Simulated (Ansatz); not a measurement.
**BSiH4O2F (SMILES OB(F)O[SiH3]) at 6 levels**

We compute a comparison of 6 runs (HF/STO-3G, HF/def2-SVP, B3LYP/6-31G*, PBE0/def2-SVP, PBE0/aug-cc-pVDZ) of BSiH4O2F. 

The results are computed with Ansatz 0.2.0.

4 further runs of the same task are left out: 1 for a known fault of the program, 3 set aside as unsound or not needed.

### 1 The system as given

The species is BSiH4O2F (9 atoms), meant as a singlet with charge 0. As SMILES, `OB(F)O[SiH3]`. Geometry: relaxed at PBE0-D4/def2-TZVP. This is one conformer, not always the lowest.

Bond lengths: O1–B2 1.359 Å, B2–F3 1.334 Å, B2–O4 1.348 Å, O4–Si5 1.655 Å, O1–H6 0.960 Å, Si5–H7 1.480 Å, Si5–H8 1.484 Å, Si5–H9 1.484 Å. Some angles: O1–B2–F3 120.0°, O1–B2–O4 121.1°, F3–B2–O4 118.9°, B2–O4–Si5 131.9°, B2–O1–H6 113.4°, O4–Si5–H7 106.4°, O4–Si5–H8 110.2°, O4–Si5–H9 110.2°, H7–Si5–H8 110.1°, H7–Si5–H9 110.1°.

### 2 Energy and forces at HF/STO-3G (run 1)

Input file input.yaml:

```yaml
basis:
  gaussian:
    orbitals: STO-3G
crystal:
  periodic: [false, false, false]
  atoms:
    - {symbol: O, position_ang: [-1.614100, 0.556700, 0.394000]}
    - {symbol: B, position_ang: [-0.395400, 1.157100, 0.352700]}
    - {symbol: F, position_ang: [-0.277300, 2.450800, 0.657900]}
    - {symbol: O, position_ang: [0.708900, 0.466900, 0.006200]}
    - {symbol: Si, position_ang: [0.934200, -1.114900, -0.425000]}
    - {symbol: H, position_ang: [-2.322500, 1.149900, 0.654100]}
    - {symbol: H, position_ang: [2.381900, -1.273900, -0.690900]}
    - {symbol: H, position_ang: [0.154500, -1.427600, -1.647800]}
    - {symbol: H, position_ang: [0.518200, -2.011000, 0.681800]}
accuracy: high
output:
  forces: true
  orbitals: {seedname: orbitals}
hamiltonian:
  xc: hf
```

Started as:

```console
ansatz run input.yaml --threads 1 --pin off --max-ram 2610MiB --events-out events.jsonl --progress --plain --runs-dir runs
```

Output:

```text
Warning: RAYON_NUM_THREADS=1 ignored (pool sized by the plan → 1); use --threads N
Functional definition: HF
  name "HF"
  exchange = exact_x
  correlation = 0
677 factors; integrals over basis functions are off by at most 1.6e-8 eV
mean field evaluation 1: about -15186.9672 eV, gradient 2.9e1 eV
mean field evaluation 2: about -15187.0719 eV, gradient 2.9e1 eV
mean field evaluation 4: about -15189.9517 eV, gradient 1.5e0 eV
mean field evaluation 8: about -15189.9587 eV, gradient 3.6e-5 eV
mean field -15189.95871301 eV, -558.2206865794 hartree, gradient 1.1e-8 eV, S^2 0.000000; 0 other end points of the search recorded, 0 dependent functions left out
the calculation of the forces begins
reference -15189.95871301 eV, -558.2206865794 hartree; 24, 24 occupied and 9, 9 virtual orbitals, 677 factors
Total energy: -15189.95871301 eV, -558.2206865794 hartree
Atom 0 at    -1.614100     0.556700     0.394000 Å, force     0.726053    -1.253610    -0.427743 eV/Å
Atom 1 at    -0.395400     1.157100     0.352700 Å, force     1.119786     0.280953    -0.106881 eV/Å
Atom 2 at    -0.277300     2.450800     0.657900 Å, force    -0.109723    -0.696975    -0.156802 eV/Å
Atom 3 at     0.708900     0.466900     0.006200 Å, force    -0.701698     0.845433     0.322468 eV/Å
Atom 4 at     0.934200    -1.114900    -0.425000 Å, force     0.038576    -1.500565    -0.381263 eV/Å
Atom 5 at    -2.322500     1.149900     0.654100 Å, force    -0.841386     0.964465     0.373834 eV/Å
Atom 6 at     2.381900    -1.273900    -0.690900 Å, force    -1.550639     0.136627     0.276522 eV/Å
Atom 7 at     0.154500    -1.427600    -1.647800 Å, force     0.856140     0.295833     1.311068 eV/Å
Atom 8 at     0.518200    -2.011000     0.681800 Å, force     0.462891     0.927838    -1.211202 eV/Å
Dipole moment:    -0.146691    -0.154734    -0.015487 e Å
```

Run time: 0.52 s. Hardware: 1 thread of AMD EPYC 9R45 (Zen 5), shared host.

### 3 Energy and forces at HF/def2-SVP (run 2)

Edit input.yaml of step 2 so:

```diff
@@ -1,4 +1 @@
-basis:
-  gaussian:
-    orbitals: STO-3G
 crystal:
@@ -15,2 +12,7 @@
     - {symbol: H, position_ang: [0.518200, -2.011000, 0.681800]}
+basis:
+  gaussian:
+    orbitals: def2-SVP
+hamiltonian:
+  xc: hf
 accuracy: high
@@ -19,3 +21 @@
   orbitals: {seedname: orbitals}
-hamiltonian:
-  xc: hf
```

Started as:

```console
ansatz run input.yaml --threads 1 --pin off --max-ram 2610MiB --events-out events.jsonl --progress --plain --runs-dir runs
```

Output (excerpt; [...] marks lines left out):

```text
Warning: RAYON_NUM_THREADS=1 ignored (pool sized by the plan → 1); use --threads N
Functional definition: HF
  name "HF"
[...]
2095 factors; integrals over basis functions are off by at most 3.9e-9 eV
[...]
mean field -15375.10881511 eV, -565.0248273322 hartree, gradient 2.3e-8 eV, S^2 0.000000; 0 other end points of the search recorded, 0 dependent functions left out
[...]
reference -15375.10881511 eV, -565.0248273322 hartree; 24, 24 occupied and 70, 70 virtual orbitals, 2095 factors
Total energy: -15375.10881511 eV, -565.0248273322 hartree
Atom 0 at    -1.614100     0.556700     0.394000 Å, force    -0.067708     0.973505     0.255122 eV/Å
Atom 1 at    -0.395400     1.157100     0.352700 Å, force     0.064962     0.038279    -0.001947 eV/Å
Atom 2 at    -0.277300     2.450800     0.657900 Å, force    -0.162932    -0.562618    -0.114766 eV/Å
Atom 3 at     0.708900     0.466900     0.006200 Å, force    -0.584373     0.442280     0.203256 eV/Å
Atom 4 at     0.934200    -1.114900    -0.425000 Å, force     0.195836    -0.371117    -0.123492 eV/Å
Atom 5 at    -2.322500     1.149900     0.654100 Å, force     0.582515    -0.572851    -0.235389 eV/Å
Atom 6 at     2.381900    -1.273900    -0.690900 Å, force    -0.131530    -0.038051     0.011142 eV/Å
Atom 7 at     0.154500    -1.427600    -1.647800 Å, force     0.067614     0.018992     0.107089 eV/Å
Atom 8 at     0.518200    -2.011000     0.681800 Å, force     0.035617     0.071580    -0.101015 eV/Å
Dipole moment:    -0.285060    -0.130718     0.012308 e Å
```

Wall time 2.5 s (1 thread of AMD EPYC 9R45 (Zen 5), shared host).

Runs 3 to 5 aren't shown in full; the table further down has their settings and results.

### 4 Energy and gradient at PBE0/aug-cc-pVDZ (run 6)

Input file molecule.yaml:

```yaml
crystal:
  periodic: [false, false, false]
  atoms:
    - {symbol: O, position_ang: [-1.614100, 0.556700, 0.394000]}
    - {symbol: B, position_ang: [-0.395400, 1.157100, 0.352700]}
    - {symbol: F, position_ang: [-0.277300, 2.450800, 0.657900]}
    - {symbol: O, position_ang: [0.708900, 0.466900, 0.006200]}
    - {symbol: Si, position_ang: [0.934200, -1.114900, -0.425000]}
    - {symbol: H, position_ang: [-2.322500, 1.149900, 0.654100]}
    - {symbol: H, position_ang: [2.381900, -1.273900, -0.690900]}
    - {symbol: H, position_ang: [0.154500, -1.427600, -1.647800]}
    - {symbol: H, position_ang: [0.518200, -2.011000, 0.681800]}
basis:
  gaussian: {orbitals: aug-cc-pVDZ}
hamiltonian: {xc: {name: PBE0}}
accuracy: high
output: {forces: true, orbitals: {seedname: orbitals}}
```

Started as:

```console
ansatz run molecule.yaml --threads 1 --pin off --max-ram 2610MiB --events-out events.jsonl --progress --plain --runs-dir runs
```

Output (excerpt; [...] marks lines left out):

```text
Warning: RAYON_NUM_THREADS=1 ignored (pool sized by the plan → 1); use --threads N
Functional definition: PBE0
  name "PBE0"
[...]
3106 factors; integrals over basis functions are off by at most 3.7e-9 eV
[...]
mean field -15424.88603900 eV, -566.8541065700 hartree, gradient 6.4e-8 eV, S^2 0.000000; 0 other end points of the search recorded, 0 dependent functions left out
[...]
reference -15424.88604870 eV, -566.8541069263 hartree; 24, 24 occupied and 131, 131 virtual orbitals, 3106 factors
Total energy: -15424.88604870 eV, -566.8541069263 hartree
Atom 0 at    -1.614100     0.556700     0.394000 Å, force    -0.191078    -0.178630    -0.014175 eV/Å
Atom 1 at    -0.395400     1.157100     0.352700 Å, force    -0.008061    -0.479089    -0.119651 eV/Å
Atom 2 at    -0.277300     2.450800     0.657900 Å, force     0.068059     0.602810     0.140526 eV/Å
Atom 3 at     0.708900     0.466900     0.006200 Å, force     0.017459     1.243111     0.308766 eV/Å
Atom 4 at     0.934200    -1.114900    -0.425000 Å, force     0.111762    -1.104316    -0.293631 eV/Å
Atom 5 at    -2.322500     1.149900     0.654100 Å, force    -0.029017     0.071935     0.022407 eV/Å
Atom 6 at     2.381900    -1.273900    -0.690900 Å, force     0.210532     0.000522    -0.032649 eV/Å
Atom 7 at     0.154500    -1.427600    -1.647800 Å, force    -0.116926    -0.035218    -0.178012 eV/Å
Atom 8 at     0.518200    -2.011000     0.681800 Å, force    -0.062729    -0.121126     0.166417 eV/Å
Dipole moment:    -0.233841    -0.122398     0.006282 e Å
```

Wall time 13 s (1 thread of AMD EPYC 9R45 (Zen 5), shared host); peak memory 0.74 GiB.

### 5 The series

```csv
run,level,Cartesian functions,energy (Eh),dipole moment (D),HOMO energy (eV),LUMO energy (eV),wall time
1,HF/STO-3G,no,-558.220687,1.03,-9.45,10.60,0.52 s
2,HF/def2-SVP,no,-565.024827,1.51,-12.79,4.04,2.5 s
3,B3LYP/6-31G* (spherical functions),no,-567.229818,1.36,-8.73,0.36,4.8 s
4,B3LYP/6-31G* (Cartesian functions),yes,-567.235454,1.36,-8.73,0.33,5.1 s
5,PBE0/def2-SVP,no,-566.523871,1.45,-9.11,0.67,5.1 s
6,PBE0/aug-cc-pVDZ,no,-566.854107,1.27,-9.21,-0.43,13 s
```

### 6 What came out

```
                       quantity          value
            run 6: total energy  -566.85411 Eh
           run 6: dipole moment         1.27 D
             run 6: HOMO energy       -9.21 eV
             run 6: LUMO energy       -0.43 eV
           run 6: HOMO–LUMO gap        8.78 eV
run 6: largest force on an atom     1.281 eV/Å
```

**Reading.** The dipole moment (its size) runs from 1.03 D (HF/STO-3G) to 1.51 D (HF/def2-SVP). The HOMO–LUMO gap runs from 8.78 eV (PBE0/aug-cc-pVDZ) to 20.05 eV (HF/STO-3G). The two ends differ in method and basis. Totals of different functionals can't be ranked against each other. In run 1 the basis is minimal, so the values are rough. All runs together took 31 s, the longest 13 s.
